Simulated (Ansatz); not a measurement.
# MoRu3W: the cost of one run

Computed with Ansatz 0.2.0 (DFT PBE, scalar-relativistic, plane waves, PAW, unless a step's input says otherwise).

## Step 1: The system as given

It takes space group P4/mmm (No. 123, tetragonal). Conventional cell: a = 4.308 Å, b = 4.308 Å, c = 3.887 Å, α = 90.00°, β = 90.00°, γ = 90.00°. Mo (site symmetry 4/mmm) is surrounded by 2 W at 1.94 Å. Ru (site symmetry mmm) has 2 Ru at 2.15 Å and 2 W at 2.15 Å as nearest neighbours. Ru (site symmetry 4/mmm) is surrounded by 4 Ru at 2.15 Å. Around W (site symmetry 4/mmm) lie 2 Mo at 1.94 Å and 4 Ru at 2.15 Å.

As a file:

```
CELL_PARAMETERS angstrom
4.30773 0.00000 0.00000
0.00000 4.30773 0.00000
0.00000 0.00000 3.88696
ATOMIC_POSITIONS crystal
Mo 0.50000 0.50000 0.00000
Ru 0.00000 0.50000 0.50000
Ru 0.50000 0.00000 0.50000
Ru 0.00000 0.00000 0.50000
W 0.50000 0.50000 0.50000
```

The cell is invented: random cell by space group and Wyckoff sites (P4/mmm, No. 123). Its size is a rough estimate.

## Step 2: Probe: one point on a coarse mesh

input.yaml

```yaml
crystal:
  lattice:
    - [4.3077269, 0.0, 0.0]
    - [0.0, 4.3077269, 0.0]
    - [0.0, 0.0, 3.88695811]
  atoms:
    - { symbol: Mo, position: [0.5, 0.5, 0.0] }
    - { symbol: Ru, position: [0.0, 0.5, 0.5] }
    - { symbol: Ru, position: [0.5, 0.0, 0.5] }
    - { symbol: Ru, position: [0.0, 0.0, 0.5] }
    - { symbol: W, position: [0.5, 0.5, 0.5] }
basis:
  ecutwfc: 420
kpoints:
  mp_grid: { grid: [4, 4, 4] }
hamiltonian:
  xc: pbe
scf:
  occupations: { method: gaussian, width: 0.1 }
  lower_state_search: "off"
output:
  forces: true
  stress: true
  eigenvalues: true
```

Started as:

```
$ ansatz run input.yaml --threads 1 --pin off --max-ram 2560MiB --backend cpu --events-out ev --progress --plain --runs-dir out
```

What time and memory should one allow on 1 thread of Intel Xeon at 2.70GHz, shared host?

About 4.2 s, with a peak of 0.4 GiB.
